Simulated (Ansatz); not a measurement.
# TiB+ (singlet): from Hartree-Fock to the top rungs, def2-SVP

Aim: climb from Hartree-Fock through coupled cluster for TiB+ (singlet) at one geometry and basis, and see what each rung misses.

Method: def2-SVP, core rule «outside noble gas», up to 10 orbitals frozen; program: Ansatz 0.2.0, Gaussian basis.

The runs, in order: UHF; CCSD(T) on RHF; CCSD(T) on UHF; CISD; CCSDT(Q) on RHF; CCSDT(Q) on UHF; Full CI.

20 further runs of the same task are left out: 6 for a known fault of the program, 5 that didn't finish, 9 set aside as unsound or not needed. Runs told in other sessions of the task aren't counted.

**1. The geometry**

The geometry is a PBE0/def2-TZVP stationary point (not a proven minimum) of the parent state, kept for this charge and spin.

2 atoms, charge 1, spin multiplicity 1.

Atoms are counted from 1 here; the program's logs count them from 0.

Bond lengths: Ti1–B2 2.101 Å.

**2. UHF**

Input file in.yaml:

```yaml
crystal:
  periodic: [false, false, false]
  atoms:
    - {symbol: Ti, position_ang: [0.000000, 0.000000, 0.000000]}
    - {symbol: B, position_ang: [0.000000, 0.000000, 2.101000]}
basis:
  gaussian: {orbitals: def2-SVP}
total_charge: 1
magnetization: {spin_polarized: true, initial_magnetization: 0}
hamiltonian: {xc: hf}
output: {orbitals: {seedname: orbitals}}
```

Started as:

```bash
$ ansatz run in.yaml --threads 1 --pin off --events-out ev --progress --plain --max-ram 2393MiB
```

The runs that follow: CCSD(T) on RHF; CCSD(T) on UHF; CISD; CCSDT(Q) on RHF; CCSDT(Q) on UHF; Full CI.

Before running them: what should the planned runs give, taken together? Wanted: FCI from the RHF energy; RMP2 from FCI; RCCSD from FCI; RCCSD(T) from FCI; RCCSDT(Q) from FCI; T1 diagnostic; effectively unpaired electrons.

The runs gave:

| quantity | value |
| --- | --- |
| FCI from the RHF energy | -6.1166 eV |
| RMP2 from FCI | +840.9 meV |
| RCCSD from FCI | +732.3 meV |
| RCCSD(T) from FCI | +144.6 meV |
| RCCSDT(Q) from FCI | -89.6 meV |
| levels within 1 kcal/mol (43 meV) | none |
| T1 diagnostic | 0.064 |
| effectively unpaired electrons | 2.29 |

What this shows: RCCSD(T) lands +144.6 meV from the yardstick (2.4 % of the correlation energy). RCCSDT(Q) falls below full CI, which methods that aren't variational can do. With 2.3 effectively unpaired electrons against 0 the state is strongly multireference. Coupled cluster took another determinant than the lowest Hartree-Fock one. These misses are within one basis, not against nature.

The restricted and unrestricted ladders end 1.04 eV apart at CCSDT(Q), which points to two states or an unsound top rung; rows of one don't measure the error of the other.
